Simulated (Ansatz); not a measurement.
# Ca2As: the cost of one run

Computed with Ansatz 0.2.0 (DFT r2SCAN, scalar-relativistic, plane waves, PAW, unless a step's input says otherwise).

### Step 1. The system as given

It takes space group I4/mmm (No. 139, tetragonal). The conventional cell has a = 4.630 Å, b = 4.630 Å, c = 15.560 Å, α = 90.00°, β = 90.00°, γ = 90.00°. Ca (site symmetry mmm) has 4 As at 3.13 Å and 8 Ca at 3.27 to 3.54 Å as nearest neighbours. Around Ca (site symmetry 4mm) lie 5 As at 3.00 to 3.32 Å. Around As (site symmetry 4mm) lie 9 Ca at 3.00 to 3.32 Å.

As a file:

```cif
data_structure
_symmetry_space_group_name_H-M 'I4/mmm'
_symmetry_Int_Tables_number 139
_cell_length_a 4.6300
_cell_length_b 4.6300
_cell_length_c 15.5600
_cell_angle_alpha 90.000
_cell_angle_beta 90.000
_cell_angle_gamma 90.000
_cell_volume 333.56
loop_
_atom_site_label
_atom_site_type_symbol
_atom_site_symmetry_multiplicity
_atom_site_Wyckoff_symbol
_atom_site_fract_x
_atom_site_fract_y
_atom_site_fract_z
_atom_site_occupancy
Ca1 Ca 4 c 0.00000 0.50000 0.00000 1
Ca2 Ca 4 e 0.00000 0.00000 0.32800 1
As1 As 4 e 0.00000 0.00000 0.13500 1
```

The structure comes from the Crystallography Open Database.

(A quick probe on a coarse mesh, which set the mesh and smearing, is not shown.)

### Step 3. Rough relaxation on the coarse mesh

Input file input.yaml:

```yaml
crystal:
  lattice:
    - [-2.315, 2.315, 7.78]
    - [2.315, -2.315, 7.78]
    - [2.315, 2.315, -7.78]
  atoms:
    - { symbol: Ca, position: [0.5, 0.0, 0.5] }
    - { symbol: Ca, position: [0.0, 0.5, 0.5] }
    - { symbol: Ca, position: [0.328, 0.328, 0.0] }
    - { symbol: Ca, position: [0.672, 0.672, 0.0] }
    - { symbol: As, position: [0.135, 0.135, 0.0] }
    - { symbol: As, position: [0.865, 0.865, 0.0] }
basis:
  ecutwfc: 500
kpoints:
  mp_grid: { grid: [6, 6, 6] }
hamiltonian:
  xc: r2scan
scf:
  occupations: { method: gaussian, width: 0.1 }
output:
  forces: true
  stress: true
  eigenvalues: true
relax:
  adjacent_minimum: "off"
  f_tol: 0.05
  max_steps: 80
  cell: { stress_tol: 0.5 }
```

The run is started by

```console
$ ansatz run input.yaml --threads 1 --pin off --max-ram 2560MiB --backend cpu --events-out ev --progress --plain --runs-dir out
```

Q: Estimate wall time and peak memory on 1 thread of Intel Xeon at 2.50GHz (Skylake/Cascade Lake), shared host.

About 3.7 min, with a peak of 0.88 GiB.
